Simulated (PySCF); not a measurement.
# C₆H₈O₂: magnetic properties

Aim: compute the magnetic properties of C₆H₈O₂ (`CC[C@H]1C=COC1=O`).

Programs: PySCF 2.14.0, with routines of our own; each step states its level. All values are computed. Atoms count from 0.

## 1. The starting structure

16 atoms, charge 0, multiplicity 1; geometry from: GFN2-xTB.

## 2. Magnetic properties: GIAO HF/pcSseg-1

What the job is given:

```
{"job": {"kind": "mag", "xc": "HF", "basis": "pcSseg-1", "isotopologues": 2}, "charge": 0, "multiplicity": 1}
C     -2.164646     0.298154    -0.316591
C     -0.954152    -0.314118     0.373939
C      0.348401     0.419369     0.003412
C      1.549303    -0.082934     0.740417
C      2.414560    -0.557234    -0.145635
O      1.982618    -0.436053    -1.443342
C      0.758562     0.154181    -1.440811
O      0.155420     0.390910    -2.445543
H     -2.321082     1.320770     0.020140
H     -2.018705     0.308488    -1.393226
H     -3.056886    -0.280600    -0.090804
H     -0.859650    -1.366024     0.095212
H     -1.076265    -0.265022     1.458481
H      0.194596     1.493806     0.146454
H      1.658231    -0.067629     1.805613
H      3.382098    -1.007120    -0.026528
```

Level: GIAO HF/pcSseg-1 magnetisability, rotational g tensor and spin-rotation constants, non-relativistic, gas phase.

Launch:

```sh
$ OMP_NUM_THREADS=1 python excited_run.py task.json out
```

One launch serves the whole session: the jobs run in the order shown.

The program printed:

```text
final grid: 132640 points
cycle   1  E = -381.3243060350  dE =  2.297e+00  |g| = 8.947e-01  |ddm| = 3.523e+00
cycle   2  E = -381.4433829678  dE = -1.191e-01  |g| = 6.434e-01  |ddm| = 9.768e-01
cycle   3  E = -381.5163609530  dE = -7.298e-02  |g| = 9.704e-02  |ddm| = 4.416e-01
cycle   4  E = -381.5193031356  dE = -2.942e-03  |g| = 3.731e-02  |ddm| = 1.223e-01
cycle   5  E = -381.5196571221  dE = -3.540e-04  |g| = 1.007e-02  |ddm| = 3.662e-02
cycle   6  E = -381.5197169016  dE = -5.978e-05  |g| = 5.181e-03  |ddm| = 1.622e-02
cycle   7  E = -381.5197341996  dE = -1.730e-05  |g| = 1.878e-03  |ddm| = 1.053e-02
cycle   8  E = -381.5197363439  dE = -2.144e-06  |g| = 6.406e-04  |ddm| = 3.806e-03
cycle   9  E = -381.5197365829  dE = -2.390e-07  |g| = 1.855e-04  |ddm| = 1.373e-03
cycle  10  E = -381.5197365984  dE = -1.544e-08  |g| = 5.384e-05  |ddm| = 2.916e-04
cycle  11  E = -381.5197366003  dE = -1.974e-09  |g| = 1.799e-05  |ddm| = 1.154e-04
cycle  12  E = -381.5197366005  dE = -2.049e-10  |g| = 6.438e-06  |ddm| = 3.673e-05
converged SCF energy = -381.5197366005

Magnetisability tensor (1e-30 J/T^2)
    -1119.49      -90.92        4.24
      -90.92    -1242.00       12.38
        4.24       12.38    -1058.29
isotropic -1139.93   principal values   -1291.10  -1071.43  -1057.26
isotropic susceptibility -68.648 1e-6 cm^3/mol

Inertial axes            a          b          c
rot. const./GHz      3.5506     1.8877     1.3225
chi total           -66.002    -64.003    -75.939
chi diamagnetic    -432.307   -750.271  -1012.373
chi paramagnetic    366.305    686.268    936.434
quadrupole/D A        5.595     -7.290      1.695
g nuclear            0.5718     0.5927     0.5748
g electronic        -0.6110    -0.6086    -0.5818
g total             -0.0393    -0.0159    -0.0070

Spin-rotation constants (kHz, H = +C I.J)
atom  isotope        aa         bb         cc
  8     1H       -0.322     -0.221      0.003
  9     1H       -0.308      0.025     -0.136
 10     1H       -0.118     -0.204     -0.083
 11     1H       -0.367     -0.227      0.023
 12     1H       -0.365      0.027     -0.145
 13     1H       -0.336     -0.224      0.029
 14     1H       -0.394      0.174     -0.160
 15     1H        0.258     -0.173     -0.133
  0    13C*       0.435      0.247      0.151
  1    13C*       0.506      0.280      0.190
  2    13C*       0.634      0.311      0.203
  3    13C*       0.975      0.791      0.203
  4    13C*       1.238      0.820      0.274
  5    17O*      -0.664     -0.696     -0.188
  6    13C*       1.864      0.621      0.390
  7    17O*      -2.058     -1.035     -0.125
* in the singly substituted isotopologue

Isotopologues: g along a, b, c
2H    at 8,9,10,11,12,1    -0.0352    -0.0135    -0.0064
13C   at 0                 -0.0392    -0.0155    -0.0069
```

It took 14 s on 1 thread of Arm Neoverse V1, shared host; peak memory 0.81 GiB.

In short:

```tsv
quantity	value
magnetisability	-1140·10⁻³⁰ J/T²
molar susceptibility	-68.6·10⁻⁶ cm³/mol
rotational g (a, b, c)	-0.0393, -0.0159, -0.0070
```

## 3. Magnetic properties: GIAO revPBE/def2-SVP, grid 4

Settings changed since step 2:

```diff
@@ -1,2 +1,2 @@
-{"job": {"kind": "mag", "xc": "HF", "basis": "pcSseg-1", "isotopologues": 2}, "charge": 0, "multiplicity": 1}
+{"job": {"kind": "mag", "xc": "revPBE", "basis": "def2-SVP", "grid": 4}, "charge": 0, "multiplicity": 1}
 C     -2.164646     0.298154    -0.316591
```

With the program's defaults for keys left out, this is: GIAO revPBE/def2-SVP magnetisability, rotational g tensor and spin-rotation constants, non-relativistic, gas phase.

The program printed:

```text
coarse grid: 13648 points
cycle   1  E = -383.2077201106  dE =  1.139e+00  |g| = 9.837e-01  |ddm| = 4.369e+00
cycle   2  E = -382.2695430588  dE =  9.382e-01  |g| = 2.309e+00  |ddm| = 3.507e+00
cycle   3  E = -383.3463742141  dE = -1.077e+00  |g| = 5.404e-01  |ddm| = 2.874e+00
cycle   4  E = -383.4080547590  dE = -6.168e-02  |g| = 1.502e-01  |ddm| = 6.382e-01
cycle   5  E = -383.4109612047  dE = -2.906e-03  |g| = 7.999e-02  |ddm| = 1.755e-01
cycle   6  E = -383.4122226968  dE = -1.261e-03  |g| = 2.601e-02  |ddm| = 9.222e-02
cycle   7  E = -383.4123719803  dE = -1.493e-04  |g| = 1.102e-02  |ddm| = 3.879e-02
cycle   8  E = -383.4124036871  dE = -3.171e-05  |g| = 2.116e-03  |ddm| = 1.199e-02
cycle   9  E = -383.4124047137  dE = -1.027e-06  |g| = 5.952e-04  |ddm| = 2.948e-03
final grid: 353832 points
cycle  10  E = -383.4969652522  dE =  1.150e-05  |g| = 2.263e-02  |ddm| = 5.330e-02
cycle  11  E = -383.4964975904  dE =  4.677e-04  |g| = 5.265e-02  |ddm| = 6.860e-02
cycle  12  E = -383.4970580324  dE = -5.604e-04  |g| = 7.334e-03  |ddm| = 5.361e-02
cycle  13  E = -383.4970702170  dE = -1.218e-05  |g| = 1.155e-03  |ddm| = 7.116e-03
cycle  14  E = -383.4970704526  dE = -2.356e-07  |g| = 4.567e-04  |ddm| = 1.459e-03
cycle  15  E = -383.4970704880  dE = -3.535e-08  |g| = 2.210e-04  |ddm| = 5.776e-04
cycle  16  E = -383.4970705003  dE = -1.237e-08  |g| = 3.307e-05  |ddm| = 2.452e-04
cycle  17  E = -383.4970705006  dE = -2.744e-10  |g| = 1.239e-05  |ddm| = 5.503e-05
converged SCF energy = -383.4970705006

Magnetisability tensor (1e-30 J/T^2)
    -1043.44     -101.07        8.51
     -101.07    -1190.03       10.65
        8.51       10.65     -983.45
isotropic -1072.31   principal values   -1242.27   -992.65   -982.00
isotropic susceptibility -64.576 1e-6 cm^3/mol

Inertial axes            a          b          c
rot. const./GHz      3.5506     1.8877     1.3225
chi total           -61.330    -59.442    -72.956
chi diamagnetic    -429.195   -748.589  -1009.694
chi paramagnetic    367.866    689.147    936.739
quadrupole/D A        4.542     -5.917      1.375
g nuclear            0.5718     0.5927     0.5748
g electronic        -0.6136    -0.6112    -0.5820
g total             -0.0419    -0.0185    -0.0072

Spin-rotation constants (kHz, H = +C I.J)
atom  isotope        aa         bb         cc
  8     1H       -0.328     -0.227      0.006
  9     1H       -0.315      0.033     -0.138
 10     1H       -0.110     -0.208     -0.084
 11     1H       -0.370     -0.224      0.031
 12     1H       -0.365      0.040     -0.144
 13     1H       -0.333     -0.222      0.036
 14     1H       -0.400      0.185     -0.162
 15     1H        0.275     -0.173     -0.136
  0    13C*       0.437      0.251      0.148
  1    13C*       0.524      0.291      0.203
  2    13C*       0.670      0.332      0.209
  3    13C*       0.957      0.715      0.212
  4    13C*       1.212      0.716      0.280
  5    17O*      -0.867     -0.741     -0.209
  6    13C*       1.651      0.596      0.394
  7    17O*      -1.811     -0.969     -0.128
* in the singly substituted isotopologue
```

It took 53 s on 1 thread of Arm Neoverse V1, shared host; peak memory 0.58 GiB.

Key values:

```tsv
quantity	value
magnetisability	-1072·10⁻³⁰ J/T²
molar susceptibility	-64.6·10⁻⁶ cm³/mol
rotational g (a, b, c)	-0.0419, -0.0185, -0.0072
```

## 4. Magnetic properties side by side

```tsv
level	ξ (10⁻³⁰ J/T²)	g(a)	g(b)	gap (eV)	functions	time
GIAO HF/pcSseg-1	-1140	-0.0393	-0.0159	13.37	176	14 s
GIAO revPBE/def2-SVP, grid 4	-1072	-0.0419	-0.0185	4.54	152	53 s
```

## 5. What came out

```
                                         quantity                      value
       magnetisability (step 2, GIAO HF/pcSseg-1)           -1140·10⁻³⁰ J/T²
  molar susceptibility (step 2, GIAO HF/pcSseg-1)         -68.6·10⁻⁶ cm³/mol
rotational g (a, b, c) (step 2, GIAO HF/pcSseg-1)  -0.0393, -0.0159, -0.0070
                  magnetisability over the levels  -1140 to -1072·10⁻³⁰ J/T²
```

**Reading.** The magnetisability spreads by 6.1 % over 2 levels, from GIAO HF/pcSseg-1 (14 s) to GIAO revPBE/def2-SVP, grid 4 (53 s); the runs took 14 s to 53 s. Two levels can agree by chance, so this spread shows no convergence. Vibrational averaging and real surroundings are missing from these values.
